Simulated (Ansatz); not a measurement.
**CBClFN: basis-set convergence**

One table from this session's results is given with a row withheld; the runs are named, their logs left out.

The runs use Ansatz 0.2.0, Gaussian basis; one geometry, several basis sets.

Levels to be run: PBE0-D4/def2-SVP; ωB97M-V/def2-SVP; PBE0-D4/def2-QZVPP; ωB97M-V/def2-QZVPP; CCSD(T)/cc-pV(D+d)Z; CCSD(T)/cc-pV(T+d)Z; CCSD(T)/cc-pV(Q+d)Z; the functionals' def2-TZVPP values are taken from earlier runs.

## The relaxed structure

The geometry comes from an earlier relaxation with PBE0-D4 in a triple-zeta def2 set; it is a stationary point.

SMILES `N#CB(F)Cl`, 5 atoms, charge 0, spin multiplicity 1.

Atoms are counted from 1 here; the program's logs count them from 0.

Bond lengths: N1–C2 1.151 Å, C2–B3 1.539 Å, B3–F4 1.307 Å, B3–Cl5 1.728 Å. Angles: N1–C2–B3 179.1°, C2–B3–F4 119.2°, C2–B3–Cl5 120.0°, F4–B3–Cl5 120.8°.

Geometry (Å):

```xyz
5

N     1.6579   -0.8155    1.1068
C     0.7519   -0.4290    0.5120
B    -0.4489    0.1094   -0.2853
F    -1.4581   -0.6838   -0.5326
Cl   -0.4528    1.7453   -0.8423
```

The first run:

Input file in.yaml:

```yaml
crystal:
  periodic: [false, false, false]
  atoms:
    - {symbol: N, position_ang: [1.657854, -0.815520, 1.106774]}
    - {symbol: C, position_ang: [0.751896, -0.429049, 0.512015]}
    - {symbol: B, position_ang: [-0.448942, 0.109382, -0.285261]}
    - {symbol: F, position_ang: [-1.458143, -0.683811, -0.532644]}
    - {symbol: Cl, position_ang: [-0.452766, 1.745299, -0.842286]}
basis:
  gaussian: {orbitals: def2-SVP}
hamiltonian: {xc: pbe0, dispersion: d4}
output: {orbitals: {seedname: orbitals}}
```

Launch:

```bash
$ ansatz run in.yaml --threads 2 --pin off --events-out ev --progress --plain --max-ram 32768MiB --backend cpu
```

Steps of the session up to this table: PBE0-D4 in def2-SVP; ωB97M-V in def2-SVP; PBE0-D4 in def2-QZVPP; ωB97M-V in def2-QZVPP.

One of the session's tables, all rows but one given; the rest of the session is left out.

```
functional       basis  HOMO (eV)  LUMO (eV)
   PBE0-D4    def2-SVP     -10.02      -2.52
   PBE0-D4  def2-TZVPP     -10.15      -2.71
   PBE0-D4  def2-QZVPP     -10.17      -2.75
   ωB97M-V    def2-SVP     -12.27      -0.27
   ωB97M-V  def2-TZVPP     -12.44      -0.51
   ωB97M-V  def2-QZVPP          ?          ?
```

Q: Estimate the row for ωB97M-V, def2-QZVPP from the others.

The run gave: HOMO (eV): -12.47; LUMO (eV): -0.56. In the column «HOMO (eV)» it is the lowest.
